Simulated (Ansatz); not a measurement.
# NCO (nco radical): UB3LYP/STO-3G

Aim: the electronic atomisation energy of NCO (nco radical) at UB3LYP/STO-3G, from 4 runs. 

Program for the calculation: Ansatz 0.2.0.

66 further runs of the same task are left out: 13 that didn't finish, 53 set aside as unsound or not needed.

## Step 1: The system as given

NCO: 3 atoms, total charge 0, spin state doublet. SMILES: `[N]=C=O`. Geometry: relaxed at PBE0-D4/def2-TZVP.

Bond lengths: N1–C2 1.222 Å, C2–O3 1.171 Å. Angles: N1–C2–O3 180.0°.

## Step 2: A single-point energy at UB3LYP/STO-3G

The input, in.yaml:

```yaml
basis:
  gaussian: {orbitals: STO-3G}
crystal:
  periodic: [false, false, false]
  atoms:
    - {symbol: "N", position_ang: [0.968200, 0.423100, 0.579200]}
    - {symbol: C, position_ang: [-0.013800, -0.006000, -0.008300]}
    - {symbol: O, position_ang: [-0.954400, -0.417100, -0.571000]}
magnetization: {spin_polarized: true, initial_magnetization: 1}
hamiltonian: {xc: {name: B3LYP}}
accuracy: high
```

Command:

```bash
ansatz run in.yaml --threads 1 --pin off --max-ram 2610MiB --events-out events.jsonl --progress --plain --runs-dir runs
```

Log:

```text
Warning: RAYON_NUM_THREADS=1 ignored (pool sized by the plan → 1); use --threads N
Functional definition: B3LYP
  name "B3LYP"
  parameter a0 = 0.2
  parameter ax = 0.72
  parameter ac = 0.81
  exchange = (1 - a0 - ax)*slater_x + ax*b88_x + a0*exact_x
  correlation = (1 - ac)*vwn_rpa_c + ac*lyp_c
251 factors; integrals over basis functions are off by at most 2.2e-8 eV
mean field evaluation 1: about -4507.2618 eV, gradient 2.0e1 eV
mean field evaluation 2: about -4498.1017 eV, gradient 4.5e1 eV
mean field evaluation 4: about -4509.7281 eV, gradient 1.6e0 eV
mean field evaluation 8: about -4509.7186 eV, gradient 5.7e-2 eV
mean field evaluation 16: about -4509.7187 eV, gradient 2.9e-6 eV
mean field evaluation 32: about -4509.7187 eV, gradient 1.5e-6 eV
mean field evaluation 64: about -4509.7187 eV, gradient 1.3e-6 eV
mean field evaluation 96: about -4509.7117 eV, gradient 5.7e-1 eV
mean field -4509.71866582 eV, -165.7291041718 hartree, gradient 1.2e-8 eV, S^2 0.768015; 5 other end points of the search recorded, 0 dependent functions left out
reference -4509.71868256 eV, -165.7291047868 hartree; 11, 10 occupied and 4, 5 virtual orbitals, 251 factors
Total energy: -4509.71868256 eV, -165.7291047868 hartree
```

Run time: 58 s. Hardware: 1 thread of Intel Xeon Platinum 8375C at 2.90GHz (Ice Lake), shared host; peak memory 0.12 GiB.

## Step 3: The C atom

The input, run.yaml:

```yaml
crystal:
  periodic: [false, false, false]
  atoms:
    - {symbol: C, position_ang: [0.000000, 0.000000, 0.000000]}
basis:
  gaussian:
    orbitals: STO-3G
magnetization:
  spin_polarized: true
  initial_magnetization: 2
hamiltonian:
  xc: {name: B3LYP}
accuracy: high
```

Run the same way, it converges to -37.35240 Eh (log not shown).

## Step 4: The N atom at the same level

The input, molecule.yaml:

```yaml
crystal:
  periodic: [false, false, false]
  atoms:
    - {symbol: N, position_ang: [0.000000, 0.000000, 0.000000]}
basis:
  gaussian:
    orbitals: STO-3G
magnetization:
  spin_polarized: true
  initial_magnetization: 3
hamiltonian:
  xc: {name: B3LYP}
accuracy: high
```

Command:

```bash
ansatz run molecule.yaml --threads 1 --pin off --max-ram 2610MiB --events-out events.jsonl --progress --plain --runs-dir runs
```

Log (excerpt; [...] marks lines left out):

```text
Warning: RAYON_NUM_THREADS=1 ignored (pool sized by the plan → 1); use --threads N
[... 7 set-up lines as earlier in the session ...]
15 factors; integrals over basis functions are off by at most 1.1e-9 eV
mean field evaluation 1: about -1466.3181 eV, gradient 1.5e-9 eV
mean field evaluation 2: about -1466.3181 eV, gradient 1.7e-10 eV
mean field -1466.31807229 eV, -53.8861952506 hartree, gradient 0.0e0 eV, S^2 3.750000; 0 other end points of the search recorded, 0 dependent functions left out
reference -1466.31808614 eV, -53.8861957596 hartree; 5, 2 occupied and 0, 3 virtual orbitals, 15 factors
Total energy: -1466.31808614 eV, -53.8861957596 hartree
```

Wall time 0.23 s (1 thread of Intel Xeon Platinum 8375C at 2.90GHz (Ice Lake), shared host).

## Step 5: The O atom

The input, job.yaml:

```yaml
crystal:
  periodic: [false, false, false]
  atoms:
    - symbol: O
      position_ang: [0.000000, 0.000000, 0.000000]
basis:
  gaussian:
    orbitals: STO-3G
magnetization:
  spin_polarized: true
  initial_magnetization: 2
hamiltonian:
  xc: {name: B3LYP}
accuracy: high
```

Run the same way, it converges to -74.03486 Eh (log not shown).

## Step 6: Summary of results

Level: UB3LYP/STO-3G.

| quantity | value |
| --- | --- |
| molecule: total energy | -165.72910 Eh |
| molecule: ⟨S²⟩ | 0.768 |
| C atom: total energy | -37.35240 Eh |
| C atom: ⟨S²⟩ | 2.000 |
| N atom: total energy | -53.88620 Eh |
| N atom: ⟨S²⟩ | 3.750 |
| O atom: total energy | -74.03486 Eh |
| O atom: ⟨S²⟩ | 2.000 |
| electronic atomisation energy | 12.399 eV |

In words: Taking the molecule apart into free atoms costs 12.40 eV (1196 kJ/mol), before zero-point energy and without spin-orbit coupling. In a minimal basis such a difference can be off by several eV, whatever the method.
